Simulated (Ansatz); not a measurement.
# Ge2 (triplet): the correlation ladder, cc-pVTZ

Aim: climb from Hartree-Fock through coupled cluster and multireference methods for Ge2 (triplet) at one geometry and basis, and see what each rung misses.

Program: Ansatz 0.2.0, Gaussian basis. Level of theory: cc-pVTZ, core rule «outside noble gas», up to 28 orbitals frozen. These are calculated values, not measurements.

Plan: UHF; CCSD(T) on ROHF; CCSD(T) on UHF; BCCD(T) on ROHF; CISD; CCSDT(Q) on ROHF; CCSDT(Q) on UHF; CASSCF and MRCISD+Q, 8 electrons in 8 orbitals; CASSCF and MRCISD+Q(relaxed), 8 electrons in 8 orbitals; CASSCF and NEVPT2, 8 electrons in 8 orbitals.

4 further runs of the same task are left out: 4 set aside as unsound or not needed.

### Step 1. The system

The geometry is a PBE0/def2-TZVP stationary point (not a proven minimum) of the parent state, kept for this charge and spin. No spin-orbit coupling is included. The filled d shell of Ge may be among the frozen orbitals whatever the setting's name suggests; the logs give the count.

2 atoms, charge 0, spin multiplicity 3.

Atoms are counted from 1 here; the program's logs count them from 0.

Bond lengths: Ge1–Ge2 2.409 Å.

### Step 2. UHF

Input file in.yaml:

```yaml
crystal:
  periodic: [false, false, false]
  atoms:
    - {symbol: Ge, position_ang: [0.000000, 0.000000, 0.000000]}
    - {symbol: Ge, position_ang: [0.000000, 0.000000, 2.409455]}
basis:
  gaussian: {orbitals: cc-pVTZ}
magnetization: {spin_polarized: true, initial_magnetization: 2}
hamiltonian: {xc: hf}
output: {orbitals: {seedname: orbitals}}
```

Launch:

```bash
$ ansatz run in.yaml --threads 1 --pin off --events-out ev --progress --plain --max-ram 2560MiB --backend cpu
```

After this run come: CCSD(T) on ROHF; CCSD(T) on UHF; BCCD(T) on ROHF; CISD; CCSDT(Q) on ROHF; CCSDT(Q) on UHF; CASSCF and MRCISD+Q, 8 electrons in 8 orbitals; CASSCF and MRCISD+Q(relaxed), 8 electrons in 8 orbitals; CASSCF and NEVPT2, 8 electrons in 8 orbitals.

Q: Predict the results of all the runs planned. Wanted: UCCSDT(Q) below the RHF energy; RMP2 from UCCSDT(Q); UMP2 from UCCSDT(Q); RCCSD from UCCSDT(Q); RCCSD(T) from UCCSDT(Q); UCCSD(T) from UCCSDT(Q); RCCSDT(Q) from UCCSDT(Q); NEVPT2 valence from UCCSDT(Q); MRCISD+Q valence from UCCSDT(Q).

As calculated:

| quantity | value |
| --- | --- |
| UCCSDT(Q) below the RHF energy | -5.1064 eV |
| RMP2 from UCCSDT(Q) | +1026.0 meV |
| UMP2 from UCCSDT(Q) | +1045.5 meV |
| RCCSD from UCCSDT(Q) | +338.7 meV |
| RCCSD(T) from UCCSDT(Q) | +66.0 meV |
| UCCSD(T) from UCCSDT(Q) | +62.1 meV |
| RCCSDT(Q) from UCCSDT(Q) | +5.3 meV |
| NEVPT2 valence from UCCSDT(Q) | +773.1 meV |
| MRCISD+Q valence from UCCSDT(Q) | +14.7 meV |
| MRCISD+Q(relaxed) valence from UCCSDT(Q) | -1.0 meV |
| levels within 1 kcal/mol (43 meV) | RCCSDT, UCCSDT, RCCSDT(Q), MRCISD+Q valence, MRCISD+Q(relaxed) valence |
| T1 diagnostic | 0.019 |
| effectively unpaired electrons | 2.04 |

**Reading.** RCCSD(T) misses by +66.0 meV, 1.3 % of the correlation energy. One determinant dominates. Of the multireference levels listed MRCISD+Q(relaxed) valence comes nearest in total energy (-1.0 meV), which doesn't show that its space is the better one. These misses are within one basis, not against nature; the frozen cores of restricted and unrestricted runs differ, which can shift their rows.
